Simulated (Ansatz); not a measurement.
# Cl2H4SSi2: a ladder of functionals and wavefunction methods

One table from this session's results is given with a row withheld; the runs are named, their logs left out.

Method: functionals in def2-TZVPP, the program's frozen cores in correlated methods; program: Ansatz 0.2.0, Gaussian basis.

Plan: PBE-D4, r2SCAN-D4, PBE0-D4, B3LYP-D4, ωB97X-V, ωB97M-V, B2PLYP; CCSD(T)/def2-TZVPP; MP2/def2-QZVPP; extrapolation to the limit.

## The geometry

An earlier PBE0-D4 in a triple-zeta def2 set relaxation fixed the geometry.

SMILES `Cl[SiH2]S[SiH2]Cl`, 9 atoms, charge 0, spin multiplicity 1.

Atoms are counted from 1 here; the program's logs count them from 0.

Bond lengths: Cl1–Si2 2.044 Å, Si2–S3 2.135 Å, Si2–H6 1.479 Å, Si2–H7 1.480 Å, S3–Si4 2.123 Å, Si4–Cl5 2.052 Å, Si4–H8 1.481 Å, Si4–H9 1.477 Å. Angles: Cl1–Si2–S3 106.7°, Cl1–Si2–H6 108.7°, Cl1–Si2–H7 108.7°, S3–Si2–H6 111.2°, S3–Si2–H7 110.5°, H6–Si2–H7 110.9°, Si2–S3–Si4 97.8°, S3–Si4–Cl5 112.3°, S3–Si4–H8 110.6°, S3–Si4–H9 106.3°, Cl5–Si4–H8 106.8°, Cl5–Si4–H9 108.6°, H8–Si4–H9 112.3°.

Geometry (Å):

```
Cl   -3.3303   -0.9802   -0.3028
Si   -1.4636   -0.1796   -0.5314
S    -0.2667   -0.9547    1.0571
Si    1.5390    0.0535    0.5752
Cl    1.4891    2.0363    1.0995
H    -1.5661    1.2934   -0.4531
H    -0.9233   -0.6022   -1.8425
H     1.7900    0.0023   -0.8831
H     2.6058   -0.6113    1.3504
```

Set-up of the first run:

in.yaml

```yaml
crystal:
  periodic: [false, false, false]
  atoms:
    - {symbol: Cl, position_ang: [-3.330279, -0.980176, -0.302848]}
    - {symbol: Si, position_ang: [-1.463564, -0.179646, -0.531377]}
    - {symbol: S, position_ang: [-0.266689, -0.954673, 1.057078]}
    - {symbol: Si, position_ang: [1.538989, 0.053495, 0.575166]}
    - {symbol: Cl, position_ang: [1.489075, 2.036264, 1.099458]}
    - {symbol: H, position_ang: [-1.566104, 1.293389, -0.453108]}
    - {symbol: H, position_ang: [-0.923253, -0.602174, -1.842525]}
    - {symbol: H, position_ang: [1.790047, 0.002317, -0.883133]}
    - {symbol: H, position_ang: [2.605777, -0.611296, 1.350386]}
basis:
  gaussian: {orbitals: def2-TZVPP}
hamiltonian: {xc: pbe, dispersion: d4}
output: {forces: true, orbitals: {seedname: orbitals}}
```

Launch:

```bash
> ansatz run in.yaml --threads 4 --pin off --events-out ev --progress --plain --max-ram 10444MiB
```

Among the steps run: PBE-D4 (GGA); r2SCAN-D4 (meta-GGA); PBE0-D4 (hybrid); B3LYP-D4 (hybrid); ωB97X-V (range-separated); ωB97M-V (range-separated); B2PLYP (double hybrid); CCSD(T) in def2-TZVPP; MP2 in def2-QZVPP.

One table of the session follows, with a row left open; its other results are not shown here.

```
            method  atomisation energy (eV)
            PBE-D4                   28.742
         r2SCAN-D4                   28.946
           PBE0-D4                        ?
          B3LYP-D4                   28.442
           ωB97X-V                   29.092
           ωB97M-V                   28.987
            B2PLYP                   28.113
     HF/def2-TZVPP                   21.561
    MP2/def2-TZVPP                   28.351
   CCSD/def2-TZVPP                   27.394
CCSD(T)/def2-TZVPP                   27.849
           MP2/CBS                   29.370
       CCSD(T)/CBS                   28.868
```

**Question.** Estimate the row for PBE0-D4.

As computed: atomisation energy (eV): 28.615. In the column «atomisation energy (eV)» it lies between B3LYP-D4 (28.442) and PBE-D4 (28.742).
